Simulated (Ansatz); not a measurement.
# C₂H₆F₃NZr: small, medium and large basis sets

One table from this session's results is given with a row withheld; the runs are named, their logs left out.

Program: Ansatz 0.2.0, Gaussian basis. Level of theory: one geometry, several basis sets. These are calculated values, not measurements.

The runs, in order: PBE0-D4/def2-SVP; ωB97M-V/def2-SVP; PBE0-D4/def2-QZVPP; ωB97M-V/def2-QZVPP; the functionals' def2-TZVPP values are taken from earlier runs.

## The geometry

All runs share one geometry, relaxed beforehand with PBE0-D4 in a triple-zeta def2 set. Zr takes the def2 core potential; no spin-orbit term is included.

SMILES `C[N](C)[Zr]([F])([F])[F]`, 13 atoms, charge 0, spin multiplicity 1.

Atoms are counted from 1 here; the program's logs count them from 0.

Bond lengths: C1–N2 1.445 Å, C1–H8 1.098 Å, C1–H9 1.094 Å, C1–H10 1.098 Å, N2–C3 1.445 Å, N2–Zr4 2.005 Å, C3–H11 1.098 Å, C3–H12 1.098 Å, C3–H13 1.094 Å, Zr4–F5 1.911 Å, Zr4–F6 1.911 Å, Zr4–F7 1.916 Å. Angles: N2–C1–H8 111.4°, N2–C1–H9 111.0°, N2–C1–H10 111.2°, H8–C1–H9 107.8°, H8–C1–H10 107.9°, H9–C1–H10 107.4°, C1–N2–C3 113.4°, C1–N2–Zr4 123.3°, C3–N2–Zr4 123.2°, N2–C3–H11 111.2°, N2–C3–H12 111.4°, N2–C3–H13 111.0°, H11–C3–H12 107.9°, H11–C3–H13 107.4°, H12–C3–H13 107.8°, N2–Zr4–F5 107.7°, N2–Zr4–F6 107.7°, N2–Zr4–F7 108.0° and more.

The first run:

in.yaml reads:

```yaml
crystal:
  periodic: [false, false, false]
  atoms:
    - {symbol: C, position_ang: [-0.368362, -0.127905, 1.491444]}
    - {symbol: N, position_ang: [0.083029, -0.085414, 0.118908]}
    - {symbol: C, position_ang: [1.005951, -1.146865, -0.214256]}
    - {symbol: Zr, position_ang: [-0.585797, 1.249275, -1.219465]}
    - {symbol: F, position_ang: [0.774332, 1.477652, -2.541996]}
    - {symbol: F, position_ang: [-1.069274, 2.834195, -0.267992]}
    - {symbol: F, position_ang: [-2.149249, 0.519836, -2.053046]}
    - {symbol: H, position_ang: [-0.892428, -1.067249, 1.711966]}
    - {symbol: H, position_ang: [-1.055957, 0.696208, 1.703899]}
    - {symbol: H, position_ang: [0.474413, -0.040424, 2.189838]}
    - {symbol: H, position_ang: [1.906241, -1.102074, 0.412754]}
    - {symbol: H, position_ang: [0.547430, -2.134832, -0.075295]}
    - {symbol: H, position_ang: [1.329679, -1.072403, -1.256758]}
basis:
  gaussian: {orbitals: def2-SVP}
hamiltonian: {xc: pbe0, dispersion: d4}
output: {orbitals: {seedname: orbitals}}
```

The run is started by

```bash
ansatz run in.yaml --threads 2 --pin off --events-out ev --progress --plain --max-ram 32768MiB --backend cpu
```

Among the steps run: PBE0-D4 in def2-SVP; ωB97M-V in def2-SVP; PBE0-D4 in def2-QZVPP; ωB97M-V in def2-QZVPP.

One of the session's tables, all rows but one given; the rest of the session is left out.

It belongs to the step «Functionals by basis». 

```
functional       basis  HOMO (eV)
   PBE0-D4    def2-SVP      -7.01
   PBE0-D4  def2-TZVPP      -7.07
   PBE0-D4  def2-QZVPP      -7.08
   ωB97M-V    def2-SVP      -9.26
   ωB97M-V  def2-TZVPP      -9.32
   ωB97M-V  def2-QZVPP          ?
```

Q: Estimate the row for ωB97M-V, def2-QZVPP from the others.

As computed: HOMO (eV): -9.33. In the column «HOMO (eV)» it is the lowest.
